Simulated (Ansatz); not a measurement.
# Cd2SO: a single-point run

Wanted: a converged single-point run for Cd2SO, and a check of what comes out. The structure is shown as the input types it. The cell is built on a prototype (ordering on rocksalt) and needn't be the phase found in nature.

Method: density functional or hybrid calculation with the settings of its input, plane waves (as first typed), in Ansatz 0.2.0.

2 further runs of the same task are left out: 2 that didn't finish.

## Step 1: Starting point

It takes space group P4/mmm (No. 123, tetragonal). The conventional cell has a = 3.651 Å, b = 3.651 Å, c = 5.033 Å, α = 90.00°, β = 90.00°, γ = 90.00°. Around O (site symmetry 4/mmm) lie 6 Cd at 2.52 to 2.58 Å. Cd (site symmetry 4/mmm) has 2 O at 2.52 Å and 4 S at 2.58 Å as nearest neighbours. S (site symmetry 4/mmm) is surrounded by 6 Cd at 2.52 to 2.58 Å. Cd (site symmetry 4/mmm) has 2 S at 2.52 Å and 4 O at 2.58 Å as nearest neighbours.

Coordinates:

```cif
data_structure
_symmetry_space_group_name_H-M 'P 1'
_symmetry_Int_Tables_number 1
_cell_length_a 3.6508
_cell_length_b 3.6508
_cell_length_c 5.0329
_cell_angle_alpha 90.000
_cell_angle_beta 90.000
_cell_angle_gamma 90.000
_cell_volume 67.08
loop_
_atom_site_label
_atom_site_type_symbol
_atom_site_fract_x
_atom_site_fract_y
_atom_site_fract_z
_atom_site_occupancy
O1 O 0.00000 0.00000 0.00000 1
Cd1 Cd 0.00000 0.00000 0.50000 1
S1 S 0.50000 0.50000 0.50000 1
Cd2 Cd 0.50000 0.50000 0.00000 1
```

## Step 2: Running it

Input file input.yaml:

```yaml
crystal:
  lattice:
    - [3.6508323041, 0.0, 0.0]
    - [0.0, 3.6508323041, 0.0]
    - [0.0, 0.0, 5.0328770231]
  atoms:
    - { symbol: O, position: [0.0, 0.0, 0.0] }
    - { symbol: Cd, position: [0.0, 0.0, 0.5] }
    - { symbol: S, position: [0.5, 0.5, 0.5] }
    - { symbol: Cd, position: [0.5, 0.5, 0.0] }
kpoints:
  mp_grid: { grid: [6, 6, 4] }
hamiltonian:
  xc: pbe
scf:
  occupations: { method: methfessel_paxton, width: 1.5 }
  n_extra_bands: 5
output:
  forces: true
  stress: true
  eigenvalues: true
```

On the command line:

```sh
ansatz run input.yaml --threads 4 --pin off --max-ram 3686MiB --backend cpu --events-out ev --progress --plain --runs-dir out
```

What happens when this is run?

The program finished normally. Convergence says nothing about whether the input makes sense.

In the input, scf.occupations.method is methfessel_paxton; scf.occupations.width is 1.5. Occupations are smeared over electronvolts, wider than many features of the bands.

To check: set scf.occupations.method to fermi_dirac and scf.occupations.width to 0.02.
